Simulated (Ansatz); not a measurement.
# C₁₀H₁₁FOZr: basis-set convergence

An exercise on one series of results from a longer session: the logs are not shown, and one member is left open.

Program: Ansatz 0.2.0, Gaussian basis. Level of theory: one geometry, several basis sets. These are calculated values, not measurements.

Plan: PBE0-D4/def2-SVP; ωB97M-V/def2-SVP; PBE0-D4/def2-QZVPP; ωB97M-V/def2-QZVPP; the functionals' def2-TZVPP values are taken from earlier runs.

## The relaxed structure

All runs share one geometry, relaxed beforehand with PBE0-D4 in a triple-zeta def2 set. Zr takes the def2 core potential; no spin-orbit term is included.

24 atoms, charge 0, spin multiplicity 1.

Atoms are counted from 1 here; the program's logs count them from 0.

Bond lengths: O1–Zr2 1.980 Å, O1–H14 0.956 Å, Zr2–F3 1.949 Å, Zr2–C4 2.532 Å, Zr2–C5 2.538 Å, Zr2–C6 2.544 Å, Zr2–C7 2.543 Å, Zr2–C8 2.553 Å, Zr2–C9 2.556 Å, Zr2–C10 2.553 Å, Zr2–C11 2.547 Å, Zr2–C12 2.530 Å, Zr2–C13 2.523 Å, C4–C5 1.418 Å, C4–C8 1.408 Å, C4–H15 1.080 Å, C5–C6 1.405 Å, C5–H16 1.080 Å and more. Angles: Zr2–O1–H14 126.0°, O1–Zr2–F3 102.5°, O1–Zr2–C4 97.8°, O1–Zr2–C5 128.6°, O1–Zr2–C6 123.7°, O1–Zr2–C7 91.5°, O1–Zr2–C8 76.8°, O1–Zr2–C9 115.2°, O1–Zr2–C10 85.2°, O1–Zr2–C11 83.3°, O1–Zr2–C12 112.0°, O1–Zr2–C13 135.6°, F3–Zr2–C4 133.4°, F3–Zr2–C5 108.6°, F3–Zr2–C6 80.6°, F3–Zr2–C7 84.3°, F3–Zr2–C8 115.1°, F3–Zr2–C9 76.9° and more.

Set-up of the first run:

Input file in.yaml:

```yaml
crystal:
  periodic: [false, false, false]
  atoms:
    - {symbol: O, position_ang: [0.276842, -2.125719, -1.030710]}
    - {symbol: Zr, position_ang: [0.150321, -0.576424, 0.196035]}
    - {symbol: F, position_ang: [0.659457, -1.353799, 1.909386]}
    - {symbol: C, position_ang: [-2.009520, 0.394756, -0.699772]}
    - {symbol: C, position_ang: [-1.809640, 0.992615, 0.570231]}
    - {symbol: C, position_ang: [-1.931149, -0.011950, 1.545172]}
    - {symbol: C, position_ang: [-2.208019, -1.230483, 0.885166]}
    - {symbol: C, position_ang: [-2.275118, -0.972589, -0.495678]}
    - {symbol: C, position_ang: [2.369524, 0.579179, 0.719032]}
    - {symbol: C, position_ang: [2.563615, -0.106379, -0.492609]}
    - {symbol: C, position_ang: [1.743961, 0.498756, -1.474488]}
    - {symbol: C, position_ang: [1.034191, 1.544784, -0.862012]}
    - {symbol: C, position_ang: [1.410934, 1.586879, 0.504137]}
    - {symbol: H, position_ang: [1.064113, -2.417794, -1.487954]}
    - {symbol: H, position_ang: [-1.985130, 0.900948, -1.653692]}
    - {symbol: H, position_ang: [-1.602440, 2.036136, 0.754856]}
    - {symbol: H, position_ang: [-1.789702, 0.111569, 2.608550]}
    - {symbol: H, position_ang: [-2.312482, -2.195743, 1.357638]}
    - {symbol: H, position_ang: [-2.419882, -1.710545, -1.269054]}
    - {symbol: H, position_ang: [2.816783, 0.324742, 1.667559]}
    - {symbol: H, position_ang: [3.220447, -0.950984, -0.641797]}
    - {symbol: H, position_ang: [1.659931, 0.197540, -2.508277]}
    - {symbol: H, position_ang: [0.329624, 2.203234, -1.346942]}
    - {symbol: H, position_ang: [1.043328, 2.281269, 1.245231]}
basis:
  gaussian: {orbitals: def2-SVP}
hamiltonian: {xc: pbe0, dispersion: d4}
output: {orbitals: {seedname: orbitals}}
```

Run with:

```bash
ansatz run in.yaml --threads 11 --pin off --events-out ev --progress --plain --max-ram 174080MiB --backend cpu
```

Steps of the session up to this table: PBE0-D4 in def2-SVP; ωB97M-V in def2-SVP; PBE0-D4 in def2-QZVPP; ωB97M-V in def2-QZVPP.

One table of the session follows, with a row left open; its other results are not shown here.

It belongs to the step «Functionals by basis». 

```
functional       basis  HOMO (eV)
   PBE0-D4    def2-SVP      -6.83
   PBE0-D4  def2-TZVPP          ?
   PBE0-D4  def2-QZVPP      -6.80
   ωB97M-V    def2-SVP      -8.88
   ωB97M-V  def2-TZVPP      -8.83
   ωB97M-V  def2-QZVPP      -8.84
```

Q: Estimate the row for PBE0-D4, def2-TZVPP from the others.

**Answer.** HOMO (eV): -6.79. In the column «HOMO (eV)» it is the highest.
